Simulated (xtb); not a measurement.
**Two attempts at B2H2F2 (SMILES FBBF)**

Aim: a geometry optimisation of B2H2F2 at GFN2-xTB.

Program for the calculation: xtb 6.7.1.

2 further runs of the same task are left out: 2 set aside as unsound or not needed.

## Step 1: The molecule

The species is B2H2F2 (6 atoms), meant as a singlet with charge 0. As SMILES, `FBBF`. All atoms were displaced at random from a relaxed shape. The run starts from this shape.

Bond lengths: F1–B2 1.353 Å, B2–B3 1.768 Å, B3–F4 1.124 Å, B2–H5 1.231 Å, B3–H6 1.135 Å. Angles: F1–B2–B3 119.1°, B2–B3–F4 121.5°, F1–B2–H5 115.1°, B3–B2–H5 125.0°, B2–B3–H6 117.6°, F4–B3–H6 118.7°.

## Step 2: First attempt

Contents of geom.xyz:

```xyz
6

F     -1.41470     0.98414    -0.83148
B     -0.16264     0.77168    -0.36602
B      0.25201    -0.81587     0.29321
F      1.25103    -1.01050     0.77052
H      0.64624     1.66603    -0.61573
H     -0.59830    -1.54161     0.49219
```

On the command line:

```
$ xtb geom.xyz -o sloppy --gfn 2 > out.txt
```

Log:

```text
* xtb version 6.7.1
[...]
          :  # basis functions                  18          :
[...]
          :  # electrons                        22          :
[...]
          :  Hamiltonian                  GFN2-xTB          :
[...]
          :  net charge                          0          :
          :  unpaired electrons                  0          :
[...]
   *** convergence criteria satisfied after 11 iterations ***
[...]
   *** GEOMETRY OPTIMIZATION CONVERGED AFTER 7 ITERATIONS ***
[...]
   *** convergence criteria satisfied after 3 iterations ***
[...]
         ::                     SUMMARY                     ::
         :::::::::::::::::::::::::::::::::::::::::::::::::::::
         :: total energy             -13.011743749075 Eh    ::
         :: gradient norm              0.001691157445 Eh/a0 ::
         :: HOMO-LUMO gap              2.360918981474 eV    ::
         ::.................................................::
         :: SCC energy               -13.069475060013 Eh    ::
         :: -> isotropic ES            0.052737105498 Eh    ::
         :: -> anisotropic ES          0.002201005589 Eh    ::
         :: -> anisotropic XC         -0.006419196779 Eh    ::
         :: -> dispersion             -0.001638249421 Eh    ::
         :: repulsion energy           0.057731310938 Eh    ::
         :: add. restraining           0.000000000000 Eh    ::
         :: total charge               0.000000000000 e     ::
         :::::::::::::::::::::::::::::::::::::::::::::::::::::
[...]
        11        2.0000           -0.4055675             -11.0361 (HOMO)
        12                         -0.3188053              -8.6751 (LUMO)
[...]
     #   Z          covCN         q      C6AA      α(0)
     1   9 F        0.722    -0.239    11.656     4.032
     2   5 B        2.600     0.309    17.392     7.080
     3   5 B        2.600     0.309    17.391     7.079
     4   9 F        0.722    -0.240    11.660     4.032
     5   1 H        0.935    -0.069     4.598     3.352
     6   1 H        0.935    -0.069     4.590     3.350
[...]
     #   Z sym  total        # sym  WBO       # sym  WBO       # sym  WBO
 ---------------------------------------------------------------------------
     1   9 F    1.221 --     2 B    1.177
     2   5 B    3.137 --     1 F    1.177     5 H    0.967     3 B    0.967
     3   5 B    3.137 --     4 F    1.176     6 H    0.967     2 B    0.967
     4   9 F    1.220 --     3 B    1.176
     5   1 H    0.995 --     2 B    0.967
     6   1 H    0.995 --     3 B    0.967
 ---------------------------------------------------------------------------
[...]
molecular dipole:
                 x           y           z       tot (Debye)
 q only:       -0.010       0.012       0.030
   full:       -0.008       0.006       0.019       0.054
molecular quadrupole (traceless):
[...]
          | TOTAL ENERGY              -13.011743749075 Eh   |
          | GRADIENT NORM               0.001691157445 Eh/α |
          | HOMO-LUMO GAP               2.360918981474 eV   |
           -------------------------------------------------
[...]
```

Standard error:

```text
normal termination of xtb
```

Run time: 0.1 s. Hardware: 1 thread of Intel Xeon at 2.50GHz (Skylake/Cascade Lake), shared host.

## Step 3: What went wrong

The program ended normally, but the settings are unsound, so its numbers aren't properties of the molecule.

In place of `xtb geom.xyz -o sloppy --gfn 2 > out.txt` the sound input has `xtb input.xyz --gfn 2 --opt vtight --input xcontrol > xtb.out`. These settings are changed for another try; the log doesn't prove which change is needed.

## Step 4: Try two

Contents of xcontrol:

```
$chrg 0
$spin 0
$end
```

Contents of input.xyz:

```xyz
6

F     -1.41470     0.98414    -0.83148
B     -0.16264     0.77168    -0.36602
B      0.25201    -0.81587     0.29321
F      1.25103    -1.01050     0.77052
H      0.64624     1.66603    -0.61573
H     -0.59830    -1.54161     0.49219
```

On the command line:

```
$ xtb input.xyz --gfn 2 --opt vtight --input xcontrol > xtb.out
```

Log, cut to the lines that bear on the results:

```text
* xtb version 6.7.1
[...]
          :  # basis functions                  18          :
[...]
          :  # electrons                        22          :
[...]
          :  Hamiltonian                  GFN2-xTB          :
[...]
          :  net charge                          0          :
          :  unpaired electrons                  0          :
[...]
   *** convergence criteria satisfied after 11 iterations ***
[...]
   *** GEOMETRY OPTIMIZATION CONVERGED AFTER 29 ITERATIONS ***
[...]
   *** convergence criteria satisfied after 3 iterations ***
[...]
         ::                     SUMMARY                     ::
         :::::::::::::::::::::::::::::::::::::::::::::::::::::
         :: total energy             -13.015039942147 Eh    ::
         :: gradient norm              0.000147954320 Eh/a0 ::
         :: HOMO-LUMO gap              3.592773416724 eV    ::
         ::.................................................::
         :: SCC energy               -13.073669762785 Eh    ::
         :: -> isotropic ES            0.053894769594 Eh    ::
         :: -> anisotropic ES          0.001984187724 Eh    ::
         :: -> anisotropic XC         -0.007006137666 Eh    ::
         :: -> dispersion             -0.001635531332 Eh    ::
         :: repulsion energy           0.058629820638 Eh    ::
         :: add. restraining           0.000000000000 Eh    ::
         :: total charge               0.000000000000 e     ::
         :::::::::::::::::::::::::::::::::::::::::::::::::::::
[...]
        11        2.0000           -0.4063057             -11.0561 (HOMO)
        12                         -0.2742737              -7.4634 (LUMO)
[...]
molecular dipole:
                 x           y           z       tot (Debye)
 q only:       -0.065       0.196       0.420
   full:       -0.049       0.149       0.319       0.903
molecular quadrupole (traceless):
[...]
          | TOTAL ENERGY              -13.015039942147 Eh   |
          | GRADIENT NORM               0.000147954320 Eh/α |
          | HOMO-LUMO GAP               3.592773416724 eV   |
           -------------------------------------------------
[...]
```

Standard error:

```text
normal termination of xtb
```

It also wrote xtbopt.xyz:

```text
6
 energy: -13.015039942147 gnorm: 0.000147954320 xtb: 6.7.1
F           -1.05866218353149        0.86520090913260       -1.38658418652870
B           -0.18327333484402        0.74714127183592       -0.40852711237206
B            0.17308130389411       -0.72392748305160        0.33382518509210
F            1.24566078055050       -1.43351119979527        0.04632055326144
H            0.26986812485198        1.78203043327622       -0.05540126075302
H           -0.47303469092108       -1.18306393139789        1.21305682130024
```

It took 0.2 s on 1 thread of Intel Xeon at 2.50GHz (Skylake/Cascade Lake), shared host.

The path in brief:

```csv
step,energy from the first frame kept (eV)
0,0.0000
2,-1.4296
4,-1.4641
6,-1.4698
8,-1.4709
10,-1.4751
12,-1.5082
14,-1.4996
16,-1.5312
18,-1.5458
20,-1.5545
22,-1.5581
24,-1.5585
26,-1.5594
28,-1.5595
```

After the run. Bond lengths: F1–B2 1.318 Å, B2–B3 1.686 Å, B3–F4 1.318 Å, B2–H5 1.184 Å, B3–H6 1.184 Å. Angles: F1–B2–B3 123.0°, B2–B3–F4 123.1°, F1–B2–H5 113.4°, B3–B2–H5 123.4°, B2–B3–H6 123.4°, F4–B3–H6 113.4°.

## Step 5: Outcome

Level: GFN2-xTB.

| quantity | value |
| --- | --- |
| total energy at the end | -13.01504 Eh |
| dipole moment | 0.90 D |
| HOMO energy | -11.06 eV |
| LUMO energy | -7.46 eV |
| HOMO–LUMO gap | 3.59 eV |
| dispersion energy | -4.29 kJ/mol |
| mean polarisability (D4 model) | 28.8 bohr³ |

**Reading.** The first attempt's energy was +0.090 eV off this one. The optimisation took 29 steps and changed the energy by -1.559 eV.
